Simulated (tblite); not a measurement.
# C6H8O2: the cost of one run

The runs use tblite 0.8.0 and PySCF 2.14.0, with density-fitted response routines of our own; the level of theory stands in each step. All values are computed, except where a source is named. Atoms are numbered from 0 throughout.

**1. The starting structure**

16 atoms, charge 0, multiplicity 1; geometry from: force field or distance geometry start.

Bonds of the start (Å): O0–C1 1.24, C1–C2 1.51, C2–C3 1.53, C3–C4 1.54, C4–C5 1.49, C5–C6 1.33, C6–O7 1.39, O7–C3 1.44, C1–H8 1.09, C2–H9 1.09, C2–H10 1.09, C3–H11 1.11, C4–H12 1.09, C4–H13 1.08, C5–H14 1.07, C6–H15 1.07.

**2. Relaxing the molecule with GFN2-xTB**

The job: settings as JSON, then the geometry in Å.

```
{"job": {"kind": "relax", "xc": "GFN2-xTB", "basis": "xTB"}, "charge": 0, "multiplicity": 1}
O      2.769200    -0.827900    -0.768200
C      1.977900     0.106900    -0.570700
C      1.386400     0.370100     0.792500
C     -0.143400     0.350500     0.722000
C     -0.743400    -1.002200     0.295300
C     -1.776200    -0.549000    -0.677400
C     -1.628900     0.759400    -0.875500
O     -0.614300     1.379600    -0.163900
H      1.715800     0.801500    -1.366500
H      1.747900    -0.365900     1.509700
H      1.723300     1.363700     1.095100
H     -0.533000     0.592800     1.729100
H     -0.025600    -1.662400    -0.187600
H     -1.175800    -1.533900     1.135100
H     -2.498400    -1.175500    -1.159400
H     -2.189000     1.401200    -1.521000
```

Launch:

```bash
OMP_NUM_THREADS=1 python probes_run.py task.json out
```

The driver reads the jobs from task.json and runs them one after another.

**Question.** How long does this first job take on 1 thread of Intel Xeon at 2.50GHz, shared host, and how much memory does it need?

About 2 s, with a peak of 0.18 GiB.
